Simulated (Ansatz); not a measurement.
# CH6AlNSi: up Jacob's ladder to CCSD(T)

An exercise on one series of results from a longer session: the logs are not shown, and one member is left open.

The runs use Ansatz 0.2.0, Gaussian basis; functionals in def2-TZVPP, the program's frozen cores in correlated methods.

Plan: LDA (SPW92), PBE-D4, revPBE-D4, BLYP-D4, r2SCAN-D4, B97M-V, PBE0-D4, B3LYP-D4, r2SCANh-D4, r2SCAN0-D4, HSE06-D4, BHLYP-D4, CAM-B3LYP-D4, LC-ωPBE, ωB97X-V, ωB97M-V, B2PLYP, PBE-QIDH; CCSD(T)/def2-SVP; CCSD(T)/def2-TZVPP; MP2/def2-QZVPP; extrapolation to the limit; RPA on PBE.

### Structure used throughout

All runs share one geometry, relaxed beforehand with PBE0-D4 in a triple-zeta def2 set.

10 atoms, charge 0, spin multiplicity 1.

Atoms are counted from 1 here; the program's logs count them from 0.

Bond lengths: C1–N2 1.486 Å, C1–Al4 1.958 Å, C1–H5 1.090 Å, C1–H6 1.091 Å, N2–Si3 1.795 Å, N2–H7 1.011 Å, Si3–Al4 2.348 Å, Si3–H8 1.495 Å, Si3–H9 1.490 Å, Al4–H10 1.583 Å. Angles: N2–C1–Al4 72.5°, N2–C1–H5 114.6°, N2–C1–H6 110.7°, Al4–C1–H5 126.6°, Al4–C1–H6 115.4°, H5–C1–H6 110.6°, C1–N2–Si3 113.4°, C1–N2–H7 117.4°, Si3–N2–H7 125.4°, N2–Si3–Al4 58.2°, N2–Si3–H8 113.2°, N2–Si3–H9 106.1°, Al4–Si3–H8 129.4°, Al4–Si3–H9 123.2°, H8–Si3–H9 107.3° and more.

Set-up of the first run:

in.yaml reads:

```yaml
crystal:
  periodic: [false, false, false]
  atoms:
    - {symbol: C, position_ang: [-0.806236, 0.780551, -0.670115]}
    - {symbol: N, position_ang: [0.118547, 0.515567, 0.462846]}
    - {symbol: Si, position_ang: [0.263711, -1.226710, 0.871146]}
    - {symbol: Al, position_ang: [0.582323, -0.438131, -1.317499]}
    - {symbol: H, position_ang: [-1.848590, 0.531848, -0.471560]}
    - {symbol: H, position_ang: [-0.716298, 1.814202, -1.007129]}
    - {symbol: H, position_ang: [0.319262, 1.283012, 1.089832]}
    - {symbol: H, position_ang: [-0.967113, -1.788058, 1.507317]}
    - {symbol: H, position_ang: [1.364444, -1.327098, 1.869898]}
    - {symbol: H, position_ang: [1.773051, -0.196283, -2.331636]}
basis:
  gaussian: {orbitals: def2-TZVPP}
hamiltonian: {xc: lda}
output: {orbitals: {seedname: orbitals}}
```

Command:

```bash
$ ansatz run in.yaml --threads 2 --pin off --events-out ev --progress --plain --max-ram 4352MiB
```

Steps of the session up to this table: LDA; PBE-D4 (GGA); revPBE-D4 (GGA); BLYP-D4 (GGA); r2SCAN-D4 (meta-GGA); B97M-V (meta-GGA); PBE0-D4 (hybrid); B3LYP-D4 (hybrid); r2SCANh-D4 (hybrid); r2SCAN0-D4 (hybrid); HSE06-D4 (hybrid); BHLYP-D4 (hybrid); CAM-B3LYP-D4 (range-separated); LC-ωPBE (range-separated); ωB97X-V (range-separated); ωB97M-V (range-separated); B2PLYP (double hybrid); PBE-QIDH (double hybrid).

One table of the session follows, with a row left open; its other results are not shown here.

It belongs to the step «Orbital energies across the functionals». 

| functional | HOMO (eV) | gap (eV) |
| --- | --- | --- |
| LDA (SPW92) | -5.58 | 3.92 |
| PBE-D4 | -5.50 | 4.00 |
| revPBE-D4 | -5.46 | 4.04 |
| BLYP-D4 | -5.36 | 3.98 |
| r2SCAN-D4 | -5.69 | 4.46 |
| B97M-V | -5.78 | 4.37 |
| PBE0-D4 | -6.55 | 5.80 |
| B3LYP-D4 | -6.37 | 5.41 |
| r2SCANh-D4 | -6.09 | 5.11 |
| r2SCAN0-D4 | ? | ? |
| HSE06-D4 | -6.16 | 5.04 |
| BHLYP-D4 | -7.49 | 7.51 |
| CAM-B3LYP-D4 | -7.80 | 7.98 |
| LC-ωPBE | -9.07 | 10.28 |
| ωB97X-V | -8.77 | 9.89 |
| ωB97M-V | -8.57 | 9.40 |

Q: Estimate the row for r2SCAN0-D4 from the others.

Worked estimate for «HOMO (eV)». Against the share of exact exchange, r2SCAN-D4 (0, -5.69), r2SCANh-D4 (0.1, -6.09) give a slope of -4.00 per unit share; at 0.25 the line stands at -6.69.

The run gave: HOMO (eV): -6.68; gap (eV): 6.07. In «HOMO (eV)» the line misses by -0.01.
